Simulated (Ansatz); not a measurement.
Geometry optimisation, DFT PBE-D3(BJ), scalar-relativistic, plane waves, PAW in Ansatz 0.2.0.

input.yaml

```yaml
crystal:
  lattice:
    - [-4.2244, -4.2244, 0.0]
    - [4.2244, -4.2244, 0.0]
    - [0.0, 0.0, 5.3792]
  atoms:
    - { symbol: Si, position: [0.5, 0.5, 0.0] }
    - { symbol: Si, position: [0.0, 0.5, 0.25] }
    - { symbol: O, position: [0.1931, 0.5, 0.0] }
    - { symbol: O, position: [0.0, 0.1931, 0.25] }
    - { symbol: O, position: [0.8069, 0.5, 0.0] }
    - { symbol: O, position: [0.0, 0.8069, 0.25] }
    - { symbol: Si, position: [0.5, 0.5, 0.5] }
    - { symbol: Si, position: [0.0, 0.5, 0.75] }
    - { symbol: O, position: [0.1931, 0.5, 0.5] }
    - { symbol: O, position: [0.0, 0.1931, 0.75] }
    - { symbol: O, position: [0.8069, 0.5, 0.5] }
    - { symbol: O, position: [0.0, 0.8069, 0.75] }
    - { symbol: Si, position: [0.0, 0.0, 0.0] }
    - { symbol: Si, position: [0.5, 0.0, 0.25] }
    - { symbol: O, position: [0.6931, 0.0, 0.0] }
    - { symbol: O, position: [0.5, 0.6931, 0.25] }
    - { symbol: O, position: [0.3069, 0.0, 0.0] }
    - { symbol: O, position: [0.5, 0.3069, 0.25] }
    - { symbol: Si, position: [0.0, 0.0, 0.5] }
    - { symbol: Si, position: [0.5, 0.0, 0.75] }
    - { symbol: O, position: [0.5, 0.6931, 0.75] }
    - { symbol: O, position: [0.6931, 0.0, 0.5] }
    - { symbol: O, position: [0.5, 0.3069, 0.75] }
basis:
  ecutwfc: 420.0
kpoints:
  mp_grid: { grid: [2, 2, 2] }
hamiltonian:
  xc: pbe
  dispersion: d3bj
  pseudopotentials: { kind: paw, azcp: { folder: soft_1 } }
scf:
  occupations: { method: fermi_dirac, width: 0.05 }
  lower_state_search: "off"
relax:
  f_tol: 0.03
  max_steps: 60
  adjacent_minimum: "off"
output:
  write_density: true
  write_potential: true
  elf: true
  volumetric_format: npy
```

Run as:

```bash
$ ansatz run input.yaml --threads 1 --pin off --max-ram 3072MiB --backend cpu --events-out ev --progress --plain --runs-dir out
```

Task: Where does it end, and by what steps?

Result: The forces met the threshold. Limits of this set-up: coarse k mesh, no spin, though dangling bonds at a vacancy may carry it, a small cell, in which the defect meets its images. After 5 steps the energy has fallen by 0.125 eV; Si14 moved furthest, 0.06 Å.

| step | energy less start (eV) | largest force component (eV/Å) | accepted |
| --- | --- | --- | --- |
| 0 | 0.0000 | 1.339 | yes |
| 1 | -0.0735 | 0.764 | yes |
| 2 | -0.1126 | 0.222 | yes |
| 3 | -0.1225 | 0.045 | yes |
| 4 | -0.1235 | 0.051 | yes |
| 5 | -0.1245 | 0.008 | yes |

```xyz
23
Lattice="-4.2244 -4.2244 0.0000 4.2244 -4.2244 0.0000 0.0000 0.0000 5.3792" Properties=species:S:1:pos:R:3
Si 0.008 -4.216 0.000
Si 2.109 -2.116 1.349
O 1.297 -2.928 0.000
O 0.793 -0.840 1.356
O -1.296 -5.520 0.000
O 3.384 -3.432 1.356
Si 0.004 -4.220 2.690
Si 2.109 -2.116 4.030
O 1.296 -2.928 2.690
O 0.793 -0.840 4.024
O -1.296 -5.521 2.690
O 3.384 -3.432 4.024
Si 0.001 0.001 0.000
Si -2.086 -2.086 1.393
O -2.924 -2.924 0.000
O 0.824 -5.032 1.355
O -1.284 -1.284 0.000
O -0.808 -3.401 1.355
Si 0.016 0.016 2.690
Si -2.086 -2.086 3.986
O 0.824 -5.032 4.024
O -2.957 -2.957 2.690
O -0.808 -3.401 4.024
```

Whether the end is a true minimum wasn't checked by a vibrational analysis.

The run took 37 s on 1 thread of Arm Neoverse V2, on a shared host, peak memory 0.43 GiB.
